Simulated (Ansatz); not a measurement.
# SiAsH+ (doublet): wave-function methods side by side, cc-pVDZ

How much of the correlation energy of SiAsH+ (doublet) does each wave-function method recover here?

Program: Ansatz 0.2.0, Gaussian basis. Level of theory: cc-pVDZ, core rule «outside noble gas», up to 19 orbitals frozen. These are calculated values, not measurements.

The runs, in order: UHF; CCSD(T) on ROHF; CCSD(T) on UHF; BCCD(T) on ROHF; CISD as a restricted active space (open shells left free, so some higher excitations enter); CCSDT(Q) on ROHF; CCSDT(Q) on UHF; CASSCF and MRCISD+Q, 9 electrons in 9 orbitals; CASSCF and NEVPT2, 9 electrons in 9 orbitals.

26 further runs of the same task are left out: 12 that didn't finish, 14 set aside as unsound or not needed. Runs told in other sessions of the task aren't counted.

### Step 1. The geometry

The geometry is a PBE0/def2-TZVP stationary point (not a proven minimum) of the parent state, kept for this charge and spin. No spin-orbit coupling is included. The filled d shell of As may be among the frozen orbitals whatever the setting's name suggests.

3 atoms, charge 1, spin multiplicity 2.

Atoms are counted from 1 here; the program's logs count them from 0.

Bond lengths: Si1–As2 2.376 Å, As2–H3 1.534 Å. Angles: Si1–As2–H3 96.9°.

### Step 2. UHF

Input file in.yaml:

```yaml
crystal:
  periodic: [false, false, false]
  atoms:
    - {symbol: Si, position_ang: [0.000000, 0.027963, 1.736186]}
    - {symbol: As, position_ang: [0.000000, -0.030497, -0.639258]}
    - {symbol: H, position_ang: [0.000000, 1.487685, -0.860592]}
basis:
  gaussian: {orbitals: cc-pVDZ}
total_charge: 1
magnetization: {spin_polarized: true, initial_magnetization: 1}
hamiltonian: {xc: hf}
output: {orbitals: {seedname: orbitals}}
```

Command:

```sh
$ ansatz run in.yaml --threads 1 --pin off --events-out ev --progress --plain --max-ram 2393MiB
```

After this run come: CCSD(T) on ROHF; CCSD(T) on UHF; BCCD(T) on ROHF; CISD as a restricted active space (open shells left free, so some higher excitations enter); CCSDT(Q) on ROHF; CCSDT(Q) on UHF; CASSCF and MRCISD+Q, 9 electrons in 9 orbitals; CASSCF and NEVPT2, 9 electrons in 9 orbitals.

Q: Predict the results of all the runs planned. Wanted: UCCSDT(Q) from the RHF energy; RMP2 from UCCSDT(Q); UMP2 from UCCSDT(Q); RCCSD from UCCSDT(Q); RCCSD(T) from UCCSDT(Q); UCCSD(T) from UCCSDT(Q); RCCSDT(Q) from UCCSDT(Q); NEVPT2 valence from UCCSDT(Q); MRCISD+Q valence from UCCSDT(Q).

As calculated:

| quantity | value |
| --- | --- |
| UCCSDT(Q) from the ROHF energy | -5.2602 eV |
| RMP2 from UCCSDT(Q) | +1242.3 meV |
| UMP2 from UCCSDT(Q) | +1351.8 meV |
| RCCSD from UCCSDT(Q) | +253.5 meV |
| RCCSD(T) from UCCSDT(Q) | +60.1 meV |
| UCCSD(T) from UCCSDT(Q) | +60.3 meV |
| RCCSDT(Q) from UCCSDT(Q) | +4.2 meV |
| NEVPT2 valence from UCCSDT(Q) | +786.9 meV |
| MRCISD+Q valence from UCCSDT(Q) | +18.7 meV |
| levels within 1 kcal/mol (43 meV) | RCCSDT, UCCSDT, RCCSDT(Q), MRCISD+Q valence |
| T1 diagnostic | 0.030 |
| effectively unpaired electrons | 1.09 |

What this shows: RCCSD(T) lands +60.1 meV from the yardstick (1.1 % of the correlation energy). One determinant dominates. Of the multireference levels listed MRCISD+Q valence comes nearest in total energy (+18.7 meV), which doesn't show that its space is the better one. Coupled cluster took another determinant than the lowest Hartree-Fock one. These misses are within one basis, not against nature; the frozen cores of restricted and unrestricted runs differ, which can shift their rows.

With open shells the CI space here admits some higher excitations, so it is larger than plain CISD.
